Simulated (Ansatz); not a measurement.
**Ge₃H₆: small, medium and large basis sets**

Aim: see how fast density functionals converge with the basis set for Ge₃H₆.

Computed with Ansatz 0.2.0, Gaussian basis. Level: one geometry, several basis sets.

Plan: PBE0-D4/def2-SVP; ωB97M-V/def2-SVP; PBE0-D4/def2-QZVPP; ωB97M-V/def2-QZVPP; the functionals' def2-TZVPP values are taken from earlier runs.

## (1) Structure used throughout

An earlier PBE0-D4 in a triple-zeta def2 set relaxation fixed the geometry.

9 atoms, charge 0, spin multiplicity 1.

Atoms are counted from 1 here; the program's logs count them from 0.

Bond lengths: Ge1–Ge2 2.433 Å, Ge1–Ge3 2.433 Å, Ge1–H4 1.533 Å, Ge1–H5 1.533 Å, Ge2–Ge3 2.433 Å, Ge2–H6 1.533 Å, Ge2–H7 1.533 Å, Ge3–H8 1.533 Å, Ge3–H9 1.533 Å. Angles: Ge2–Ge1–Ge3 60.0°, Ge2–Ge1–H4 118.6°, Ge2–Ge1–H5 118.6°, Ge3–Ge1–H4 118.6°, Ge3–Ge1–H5 118.6°, H4–Ge1–H5 112.9°, Ge1–Ge2–Ge3 60.0°, Ge1–Ge2–H6 118.6°, Ge1–Ge2–H7 118.6°, Ge3–Ge2–H6 118.6°, Ge3–Ge2–H7 118.6°, H6–Ge2–H7 112.9°, Ge1–Ge3–Ge2 60.0°, Ge1–Ge3–H8 118.6°, Ge1–Ge3–H9 118.6°, Ge2–Ge3–H8 118.6°, Ge2–Ge3–H9 118.6°, H8–Ge3–H9 112.9°.

## (2) PBE0-D4 in def2-SVP

The input, in.yaml:

```yaml
crystal:
  periodic: [false, false, false]
  atoms:
    - {symbol: Ge, position_ang: [-0.982033, 0.315964, -0.953464]}
    - {symbol: Ge, position_ang: [1.283072, 0.563091, -0.100006]}
    - {symbol: Ge, position_ang: [-0.301034, -0.879099, 1.053512]}
    - {symbol: H, position_ang: [-1.196059, -0.481884, -2.244328]}
    - {symbol: H, position_ang: [-1.951291, 1.494609, -0.811924]}
    - {symbol: H, position_ang: [2.434344, -0.085178, -0.876548]}
    - {symbol: H, position_ang: [1.677835, 1.890545, 0.556293]}
    - {symbol: H, position_ang: [-0.104845, -2.396823, 0.971452]}
    - {symbol: H, position_ang: [-0.859979, -0.421215, 2.405033]}
basis:
  gaussian: {orbitals: def2-SVP}
hamiltonian: {xc: pbe0, dispersion: d4}
output: {orbitals: {seedname: orbitals}}
```

Run with:

```sh
$ ansatz run in.yaml --threads 4 --pin off --events-out ev --progress --plain --max-ram 10444MiB
```

Further steps of the session: ωB97M-V in def2-SVP; PBE0-D4 in def2-QZVPP; ωB97M-V in def2-QZVPP.

**Question.** What will the summary of the whole plan be? Wanted: PBE0-D4: double and triple zeta above quadruple; ωB97M-V: double and triple zeta above quadruple.

**Answer**, as computed:

| quantity | value |
| --- | --- |
| PBE0-D4: double and triple zeta above quadruple | 25.09, 3.67 eV |
| ωB97M-V: double and triple zeta above quadruple | 24.94, 3.57 eV |

In words: PBE0-D4 gains 21.43 eV from double to triple zeta, then 3.67 eV more. Total energies overstate the basis error of differences, where much of it tends to cancel. The LUMO of ωB97M-V is positive and keeps falling with the basis (1.55 to 0.97 eV): an unbound level that the basis holds in place.
